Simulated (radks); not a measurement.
# Se in [Ar] 3d9 4s2 4p4 5s1: an all-electron calculation

One table from this session's results is given with a row withheld; the runs are named, their logs left out.

The numbers are computed with radks (a radial shooting solver on a logarithmic mesh, Libxc functionals) version 1 (Dirac Kohn-Sham, HCTH/407, spin-unpolarised, spherical densities, finite nucleus; open shells are shared between the two j in proportion to 2j + 1), except any that are marked as measured or tabulated.

**Starting point**

* element: selenium (Z = 34)
* charge: 0
* electrons: 34
* configuration: [Ar] 3d9 4s2 4p4 5s1
* nuclear rms radius: 4.14 fm

Outer shells as boxes (Hund's rule):

Se
```
[Ar] core
3d [↑↓][↑↓][↑↓][↑↓][↑ ]
4s [↑↓]
4p [↑↓][↑ ][↑ ]
5s [↑ ]
```

Set-up of the first run:

Settings of this run:

```text
Z 34
configuration [Ar] 3d9 4s2 4p4 5s1
relativity Dirac
functional hcth_407
spin unpolarised
j_filling average
nucleus finite rms 4.14 fm
c 137.035999084
```

On the command line:

```bash
$ python run_ks.py task.json out
```

The same process makes all the runs of this session.

Among the steps run: Self-consistent calculation.

One of the session's tables, all rows but one given; the rest of the session is left out.

It belongs to the step «Radial structure». Sizes of the orbitals, from the radial functions (bohr):

| level | <r> | outermost maximum (interpolated) | 90 % within | nodes |
| --- | --- | --- | --- | --- |
| 1s1/2 | 0.04411 | 0.0288 | 0.0789 | 0 |
| 2s1/2 | 0.1957 | 0.165 | 0.303 | 1 |
| 2p1/2 | 0.1684 | 0.130 | 0.276 | 0 |
| 2p3/2 | 0.1722 | 0.133 | 0.281 | 0 |
| 3s1/2 | 0.5686 | 0.500 | 0.846 | 2 |
| 3p1/2 | 0.5745 | 0.492 | 0.876 | 1 |
| 3p3/2 | 0.5845 | 0.500 | 0.891 | 1 |
| 3d3/2 | 0.6028 | 0.444 | 0.990 | 0 |
| 3d5/2 | 0.6066 | 0.447 | 0.996 | 0 |
| 4s1/2 | 1.670 | 1.44 | 2.47 | 3 |
| 4p1/2 | 1.980 | 1.64 | 3.00 | 2 |
| 4p3/2 | 2.016 | 1.67 | 3.06 | 2 |
| 5s1/2 | ? | ? | ? | ? |

Estimate the missing values for 5s1/2.

**Answer.** <r>: 5.869; outermost maximum (interpolated): 4.76; 90 % within: 9.00; nodes: 4. In the column «<r>» it is the highest.
